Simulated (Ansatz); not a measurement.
C2H5Ge, SMILES [CH]=[CH][GeH3], a comparison of dispersion corrections

Computed with Ansatz 0.2.0, Python API.

Interactive session:
```pycon
>>> import ansatz as az
>>> geometry_ang = [
...     ("C", (-1.441, 0.3703, -1.0514)),
...     ("C", (-0.2365, 0.6853, -0.7207)),
...     ("Ge", (0.6379, -0.3539, 0.6055)),
...     ("H", (-1.9606, -0.3894, -0.6019)),
...     ("H", (0.2911, 1.5013, -1.2176)),
...     ("H", (-0.104, -0.2402, 1.957)),
...     ("H", (0.7564, -1.8339, 0.1688)),
...     ("H", (2.1487, 0.2034, 0.8044)),
... ]
>>> geometry = az.Crystal.molecule()
>>> for symbol, xyz in geometry_ang:
...     geometry = geometry.atom(symbol, xyz)
...
>>> model = geometry.calculation()
>>> model = model.basis(gaussian="def2-SVP")
>>> model = model.spin("collinear", total=1)
>>> for name in ["pbe", "r2scan"]:
...     for correction in ("d3bj", "d4"):
...         data = model.functional(name, dispersion=correction).run(threads=1).report
...         print(f"{name:8s} {correction:5s} total {data['free_energy_ev']:.5f} eV, of which dispersion {1000 * data['dispersion']['energy']['ev']:.2f} meV")
...
pbe      d3bj  total -58649.88752 eV, of which dispersion -141.80 meV
pbe      d4    total -58649.87998 eV, of which dispersion -134.26 meV
DeckWarning: the engine holds no damping parameters fitted to this dispersion correction and functional, so the run takes those fitted to r2scan beside the three-body term, which d3bj leaves out (hamiltonian.dispersion, under Limitations)
r2scan   d3bj  total -58660.05957 eV, of which dispersion -38.06 meV
r2scan   d4    total -58660.05262 eV, of which dispersion -31.11 meV
```

Total energies depend on the basis set; only differences at equal settings carry meaning. Warnings are shown shortened and without file and line. The geometry is a force-field or estimated start, not a minimum of this method, and the basis set is short of its limit. D4 holds the three-body term, and d3bj doesn't. The run takes the species as open-shell (spin multiplicity 2), which needn't be its ground state. A dispersion term here runs with damping parameters fitted for another variant or functional. Wall time of the script: 27 s on 1 thread of Arm Neoverse V1, with other jobs on the host, peak memory 0.24 GiB.
